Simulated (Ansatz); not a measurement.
# CH5AsOSi: rotation by 120° about the As1–Si2 bond, part 2 of 2

Wanted: the energy profile along the rotation by 120° about the As1–Si2 bond, from relaxed end points and a band of images. SMILES of the start: [AsH2][SiH]1CO1.

Ansatz 0.2.0; RKS B3LYP-D4/def2-mTZVP. The steps go on from the part before.

## (5) What the band shows

Images 0 and 10 are the ends. Energies count from image 0; the path length is the program's own measure over all atoms.

| image | path (Å) | energy (eV) | dihedral H5–As1–Si2–O4 (°) | band force (eV/Å) |
| --- | --- | --- | --- | --- |
| 0 | 0.000 | 0.0000 | -175 | - |
| 1 | 0.309 | 0.0017 | -164 | 0.013 |
| 2 | 0.618 | 0.0071 | -153 | 0.019 |
| 3 | 0.927 | 0.0145 | -142 | 0.020 |
| 4 | 1.236 | 0.0213 | -132 | 0.021 |
| 5* | 1.545 | 0.0246 | -121 | 0.020 |
| 6 | 1.843 | 0.0230 | -111 | 0.018 |
| 7 | 2.141 | 0.0172 | -101 | 0.014 |
| 8 | 2.438 | 0.0095 | -90 | 0.012 |
| 9 | 2.736 | 0.0028 | -80 | 0.012 |
| 10 | 3.034 | 0.0001 | -69 | - |

The star marks the climbing image.

image, energy (eV) and a bar:
```
        0      0.000 
        1      0.002 ##
        2      0.007 #########
        3      0.015 ##################
        4      0.021 ##########################
        5      0.025 ##############################
        6      0.023 ############################
        7      0.017 #####################
        8      0.009 ############
        9      0.003 ###
       10      0.000
```

The top of the band by iteration:

| iteration | highest image above image 0 (eV) | largest band force (eV/Å) |
| --- | --- | --- |
| 1 | 0.0808 | 0.743 |
| 2 | 0.0708 | 0.462 |
| 3 | 0.0263 | 0.071 |
| 4 | 0.0252 | 0.036 |
| 5 | 0.0246 | 0.021 |

Positions of all images (Å):

```xyz
9
image=0 dE=0.0000
As   -1.171    1.743    0.168
Si    0.466    0.040    0.037
C    -0.036   -1.689   -0.245
O     0.278   -1.220    1.132
H    -0.583    2.461   -1.050
H    -0.312    2.574    1.125
H     1.862    0.460   -0.223
H     0.664   -2.441   -0.599
H    -1.079   -1.973   -0.362
9
image=1 dE=0.0017
As   -1.167    1.733    0.272
Si    0.475    0.037    0.110
C    -0.024   -1.664   -0.316
O     0.238   -1.300    1.102
H    -0.688    2.365   -1.037
H    -0.252    2.641    1.095
H     1.883    0.465   -0.048
H     0.686   -2.393   -0.698
H    -1.062   -1.930   -0.496
9
image=2 dE=0.0071
As   -1.160    1.725    0.377
Si    0.480    0.029    0.181
C    -0.006   -1.633   -0.389
O     0.190   -1.373    1.061
H    -0.802    2.273   -1.007
H    -0.191    2.692    1.060
H     1.897    0.455    0.129
H     0.717   -2.338   -0.790
H    -1.036   -1.877   -0.637
9
image=3 dE=0.0145
As   -1.150    1.719    0.481
Si    0.482    0.018    0.244
C     0.018   -1.597   -0.463
O     0.136   -1.438    1.011
H    -0.924    2.187   -0.959
H    -0.134    2.728    1.018
H     1.902    0.432    0.305
H     0.757   -2.281   -0.872
H    -0.998   -1.813   -0.782
9
image=4 dE=0.0213
As   -1.138    1.714    0.583
Si    0.480    0.003    0.302
C     0.049   -1.557   -0.536
O     0.077   -1.495    0.950
H    -1.051    2.103   -0.893
H    -0.084    2.750    0.971
H     1.896    0.397    0.479
H     0.806   -2.222   -0.942
H    -0.947   -1.741   -0.930
9
image=5 dE=0.0246
As   -1.124    1.708    0.683
Si    0.476   -0.012    0.353
C     0.086   -1.513   -0.605
O     0.016   -1.541    0.880
H    -1.180    2.020   -0.812
H    -0.043    2.762    0.916
H     1.880    0.352    0.646
H     0.861   -2.163   -1.002
H    -0.884   -1.659   -1.075
9
image=6 dE=0.0230
As   -1.111    1.699    0.774
Si    0.470   -0.030    0.399
C     0.128   -1.466   -0.670
O    -0.043   -1.578    0.803
H    -1.303    1.939   -0.723
H    -0.018    2.764    0.860
H     1.857    0.299    0.802
H     0.918   -2.106   -1.052
H    -0.810   -1.567   -1.211
9
image=7 dE=0.0172
As   -1.097    1.688    0.858
Si    0.464   -0.047    0.442
C     0.174   -1.413   -0.730
O    -0.100   -1.605    0.720
H    -1.422    1.851   -0.625
H    -0.007    2.758    0.797
H     1.826    0.236    0.950
H     0.978   -2.048   -1.093
H    -0.727   -1.466   -1.337
9
image=8 dE=0.0095
As   -1.082    1.677    0.934
Si    0.457   -0.066    0.483
C     0.221   -1.357   -0.783
O    -0.152   -1.623    0.635
H    -1.534    1.755   -0.522
H    -0.010    2.747    0.724
H     1.790    0.164    1.089
H     1.035   -1.989   -1.127
H    -0.637   -1.355   -1.449
9
image=9 dE=0.0028
As   -1.066    1.667    0.998
Si    0.452   -0.085    0.523
C     0.269   -1.296   -0.827
O    -0.199   -1.632    0.548
H    -1.636    1.652   -0.418
H    -0.026    2.730    0.641
H     1.750    0.083    1.217
H     1.089   -1.930   -1.156
H    -0.545   -1.235   -1.544
9
image=10 dE=0.0001
As   -0.918    1.783    0.971
Si    0.530   -0.028    0.498
C     0.212   -1.337   -0.730
O    -0.130   -1.557    0.706
H    -1.787    1.484   -0.249
H    -0.035    2.757    0.188
H     1.890    0.176    1.049
H     0.992   -2.008   -1.079
H    -0.665   -1.317   -1.371
```

## (6) Vibrations at the top

The geometry is the highest inner image of the first converged band.

File input.yaml:

```yaml
crystal:
  periodic: [false, false, false]
  atoms:
    - { symbol: As, position_ang: [-1.124338, 1.708375, 0.68281] }
    - { symbol: Si, position_ang: [0.475548, -0.012449, 0.353407] }
    - { symbol: C, position_ang: [0.08597, -1.513247, -0.605471] }
    - { symbol: O, position_ang: [0.016223, -1.541161, 0.879682] }
    - { symbol: H, position_ang: [-1.179726, 2.019975, -0.81232] }
    - { symbol: H, position_ang: [-0.042528, 2.762095, 0.916113] }
    - { symbol: H, position_ang: [1.8804, 0.35234, 0.646071] }
    - { symbol: H, position_ang: [0.860802, -2.163213, -1.002304] }
    - { symbol: H, position_ang: [-0.88375, -1.658814, -1.074987] }
basis:
  gaussian: { orbitals: def2-mTZVP }
hamiltonian:
  xc: b3lyp
  dispersion: d4
phonons: {}
```

On the command line:

```console
$ ansatz run input.yaml --threads 2 --pin off --max-ram 3072MiB --backend cpu --events-out ev --progress --plain --runs-dir out
```

Standard output, cut to the lines that bear on the results:

```text
Warning: RAYON_NUM_THREADS=2 ignored (pool sized by the plan → 2); use --threads N
[...]
Functional definition: B3LYP
[...]
1211 factors; integrals over basis functions are off by at most 6.0e-4 eV
[...]
mean field -71886.69884715 eV, -2641.7874560781 hartree, gradient 3.0e-5 eV, S^2 0.000000; 0 other end points of the search recorded, 0 dependent functions left out
[...]
reference -71886.69912479 eV, -2641.7874662814 hartree; 33, 33 occupied and 83, 83 virtual orbitals, 1211 factors
[...]
1211 factors; integrals over basis functions are off by at most 6.0e-4 eV
mean field -71886.69872676 eV, -2641.7874516539 hartree, gradient 9.1e-7 eV, S^2 0.000000; 0 other end points of the search recorded, 0 dependent functions left out
[...]
reference -71886.69900438 eV, -2641.7874618564 hartree; 33, 33 occupied and 83, 83 virtual orbitals, 1211 factors
[...]
1211 factors; integrals over basis functions are off by at most 6.1e-4 eV
[...]
WARN: phonons: modes at or below zero, which the zero-point energy, F, S and C_V leave out: 1, the lowest at -102.61 cm⁻¹. A minimum has none, and a first-order saddle one
[...]
Atom 0 at    -1.124338     1.708375     0.682810 Å, force    -0.010151    -0.019118     0.010736 eV/Å
Atom 1 at     0.475548    -0.012449     0.353407 Å, force    -0.012897    -0.020124     0.011269 eV/Å
Atom 2 at     0.085970    -1.513247    -0.605471 Å, force    -0.007988     0.016546     0.003725 eV/Å
Atom 3 at     0.016223    -1.541161     0.879682 Å, force    -0.000104     0.007642    -0.002498 eV/Å
Atom 4 at    -1.179726     2.019975    -0.812320 Å, force     0.003633     0.010998    -0.011031 eV/Å
Atom 5 at    -0.042528     2.762095     0.916113 Å, force     0.008660     0.008799    -0.004089 eV/Å
Atom 6 at     1.880400     0.352340     0.646071 Å, force     0.003345     0.003342    -0.006759 eV/Å
Atom 7 at     0.860802    -2.163213    -1.002304 Å, force     0.011386    -0.010037    -0.006121 eV/Å
Atom 8 at    -0.883750    -1.658814    -1.074987 Å, force     0.004117     0.001951     0.004768 eV/Å
Dipole moment:     0.114582     0.343482    -0.295824 e Å
Vibrations: -102.61 153.59 176.75 346.05 546.61 622.27 640.54 702.39 735.50 773.29 846.95 1001.43 1008.72 1115.09 1133.03 1488.07 2164.67 2178.69 2227.80 3078.04 3153.22 cm⁻¹, zero-point energy 1.493557 eV
```

Run time: 2.2 min. Hardware: 2 threads of Arm Neoverse V1, shared host; peak memory 0.28 GiB.

Of 21 modes, 1 is imaginary by more than 30 cm⁻¹ (103i cm⁻¹).

## (7) Another band, settings changed

crystal.atoms is end A as relaxed above, and neb.final_atoms is end B, turned to lie on A. With 9 inner images the band has 11 in all.

File input.yaml:

```yaml
crystal:
  periodic: [false, false, false]
  atoms:
    - { symbol: As, position_ang: [-1.171302, 1.742916, 0.168461] }
    - { symbol: Si, position_ang: [0.466411, 0.039971, 0.036867] }
    - { symbol: C, position_ang: [-0.036481, -1.689116, -0.244888] }
    - { symbol: O, position_ang: [0.278256, -1.22032, 1.131611] }
    - { symbol: H, position_ang: [-0.583252, 2.460923, -1.050024] }
    - { symbol: H, position_ang: [-0.312054, 2.573829, 1.124771] }
    - { symbol: H, position_ang: [1.862415, 0.45958, -0.222887] }
    - { symbol: H, position_ang: [0.663552, -2.44113, -0.59888] }
    - { symbol: H, position_ang: [-1.078944, -1.972751, -0.362031] }
basis:
  gaussian: { orbitals: def2-mTZVP }
hamiltonian:
  xc: b3lyp
  dispersion: d4
neb:
  order_check: false
  images: 9
  f_tol: 0.03
  max_iterations: 60
  initial_path: idpp
  optimiser: lbfgs
  climbing: true
  final_atoms:
    - { symbol: As, position_ang: [-0.61571531, 2.03036612, 0.68274498] }
    - { symbol: Si, position_ang: [0.63043484, 0.04481869, 0.3626863] }
    - { symbol: C, position_ang: [-0.00028694, -1.48096558, -0.40844602] }
    - { symbol: O, position_ang: [-0.00672626, -1.33345342, 1.07647092] }
    - { symbol: H, position_ang: [-1.75193499, 1.53107705, -0.20719925] }
    - { symbol: H, position_ang: [0.08941332, 2.72025854, -0.48770377] }
    - { symbol: H, position_ang: [2.08696491, 0.2565507, 0.53676255] }
    - { symbol: H, position_ang: [0.65776869, -2.27791887, -0.74462353] }
    - { symbol: H, position_ang: [-1.00131727, -1.53683123, -0.82769218] }
```

On the command line:

```console
$ ansatz run input.yaml --threads 2 --pin off --max-ram 3072MiB --backend cpu --events-out ev --progress --plain --runs-dir out
```

Standard output, cut to the lines that bear on the results:

```text
Warning: RAYON_NUM_THREADS=2 ignored (pool sized by the plan → 2); use --threads N
[...]
[... 1 set-up line as earlier in the session ...]
[...]
1211 factors; integrals over basis functions are off by at most 6.0e-4 eV
[...]
mean field -71886.72301627 eV, -2641.7883442770 hartree, gradient 2.8e-5 eV, S^2 0.000000; 0 other end points of the search recorded, 0 dependent functions left out
[...]
reference -71886.72329304 eV, -2641.7883544482 hartree; 33, 33 occupied and 83, 83 virtual orbitals, 1211 factors
1211 factors; integrals over basis functions are off by at most 6.6e-4 eV
[...]
mean field -71886.72229935 eV, -2641.7883179307 hartree, gradient 6.3e-6 eV, S^2 0.000000; 0 other end points of the search recorded, 0 dependent functions left out
[...]
reference -71886.72257290 eV, -2641.7883279835 hartree; 33, 33 occupied and 83, 83 virtual orbitals, 1211 factors
[...]
Atom 0 at    -1.121974     1.710064     0.688622 Å, force    -0.001189     0.000219    -0.001983 eV/Å
Atom 1 at     0.474112    -0.013728     0.357326 Å, force     0.000021    -0.007581     0.002465 eV/Å
Atom 2 at     0.087034    -1.511571    -0.606422 Å, force     0.002118     0.004310    -0.008324 eV/Å
Atom 3 at     0.012540    -1.543144     0.878409 Å, force    -0.000024     0.003741     0.006682 eV/Å
Atom 4 at    -1.188349     2.014530    -0.808246 Å, force    -0.000576     0.000992    -0.000589 eV/Å
Atom 5 at    -0.036075     2.764399     0.904304 Å, force     0.000647    -0.001120     0.001451 eV/Å
Atom 6 at     1.879275     0.350169     0.650650 Å, force    -0.000556     0.000791    -0.001491 eV/Å
Atom 7 at     0.863248    -2.161097    -1.002615 Å, force    -0.000633    -0.001051    -0.000014 eV/Å
Atom 8 at    -0.881210    -1.655719    -1.079027 Å, force     0.000192    -0.000301     0.001804 eV/Å
Dipole moment:     0.114381     0.343168    -0.294804 e Å
this run last wrote the band of iteration 32 to <dir>; this run last wrote the band within `neb.f_tol` of iteration 27 to <dir>
```

It took 15 min on 2 threads of Arm Neoverse V1, shared host; peak memory 0.28 GiB.

## (8) What the band shows

Images 0 and 10 are the ends. Energies count from image 0; the path length is the program's own measure over all atoms.

| image | path (Å) | energy (eV) | dihedral H5–As1–Si2–O4 (°) | band force (eV/Å) |
| --- | --- | --- | --- | --- |
| 0 | 0.000 | 0.0000 | -175 | - |
| 1 | 0.313 | 0.0017 | -164 | 0.006 |
| 2 | 0.626 | 0.0072 | -153 | 0.005 |
| 3 | 0.939 | 0.0148 | -142 | 0.010 |
| 4 | 1.252 | 0.0215 | -131 | 0.014 |
| 5* | 1.565 | 0.0245 | -120 | 0.009 |
| 6 | 1.859 | 0.0227 | -110 | 0.009 |
| 7 | 2.152 | 0.0169 | -100 | 0.010 |
| 8 | 2.446 | 0.0092 | -90 | 0.010 |
| 9 | 2.739 | 0.0027 | -80 | 0.003 |
| 10 | 3.033 | 0.0001 | -69 | - |

The star marks the climbing image.

image, energy (eV) and a bar:
```
        0      0.000 
        1      0.002 ##
        2      0.007 #########
        3      0.015 ##################
        4      0.022 ##########################
        5      0.025 ##############################
        6      0.023 ############################
        7      0.017 #####################
        8      0.009 ###########
        9      0.003 ###
       10      0.000
```

## (9) Outcome

This closing draws on all 2 parts.

| quantity | value |
| --- | --- |
| end A | 11 moves, 0.540 eV lower |
| end B | 9 moves, 0.558 eV lower |
| first band: barrier forwards | 0.025 eV |
| first band: barrier backwards | 0.024 eV |
| first band: second end relative to first | 0.000 eV |
| first band: highest image | 5 of 0 to 10, climbing |
| first band: band iterations | 5 |
| imaginary modes at the top | 103i cm⁻¹ |
| second band | top 0.025 eV above image 0, 32 iterations, 9 inner images |
| time, first and second band | 3.1 min and 15 min |

**Reading.** In the first band: along this path the system climbs 0.025 eV from the first end (0.9 kT at 300 K). The two ends lie within 1 meV of each other. The listed dihedral goes from -175° at end A through -121° at the highest image to -69° at end B. One imaginary mode, as a first-order saddle point has. The second band's top agrees with the first's to 1 meV, so the changed settings hardly move the height. These are electronic energies, with no zero-point or thermal terms.
